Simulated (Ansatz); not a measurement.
# CH4Ge: the cost of one run

All numbers below are computed with Ansatz 0.2.0 (UKS PBE-D4/def2-SVP).

## (1) The structure to begin with

Bond lengths: C1–Ge2 1.928 Å, C1–H3 1.185 Å, C1–H4 1.072 Å, C1–H5 1.147 Å, Ge2–H6 1.566 Å. Angles: C1–Ge2–H6 111.4°, Ge2–C1–H3 108.8°, Ge2–C1–H4 111.0°, Ge2–C1–H5 109.7°, H3–C1–H4 114.0°, H3–C1–H5 103.8°, H4–C1–H5 109.2°.

Structure file:

```xyz
6

C    -0.0717   -0.4574   -0.4196
Ge    0.7359    0.2977    1.1597
H    -1.2484   -0.4672   -0.2798
H     0.3490   -1.4168   -0.6455
H     0.0919    0.2454   -1.3117
H     0.1854    1.7343    1.4506
```

## (2) Preparing the start

The input, input.yaml:

```yaml
crystal:
  periodic: [false, false, false]
  atoms:
    - { symbol: C, position_ang: [-0.0717, -0.4574, -0.4196] }
    - { symbol: Ge, position_ang: [0.7359, 0.2977, 1.1597] }
    - { symbol: H, position_ang: [-1.2484, -0.4672, -0.2798] }
    - { symbol: H, position_ang: [0.349, -1.4168, -0.6455] }
    - { symbol: H, position_ang: [0.0919, 0.2454, -1.3117] }
    - { symbol: H, position_ang: [0.1854, 1.7343, 1.4506] }
magnetization:
  spin_polarized: true
basis:
  gaussian: { orbitals: def2-SVP }
hamiltonian:
  xc: pbe
  dispersion: d4
relax:
  f_tol: 0.02
  max_steps: 40
output:
  orbitals: {}
```

Command:

```sh
$ ansatz run input.yaml --threads 1 --pin off --max-ram 2048MiB --backend cpu --events-out ev --progress --plain --runs-dir out
```

What time and memory should one allow on 1 thread of Arm Neoverse V1, shared host?

About 16 s, with a peak of 0.14 GiB.
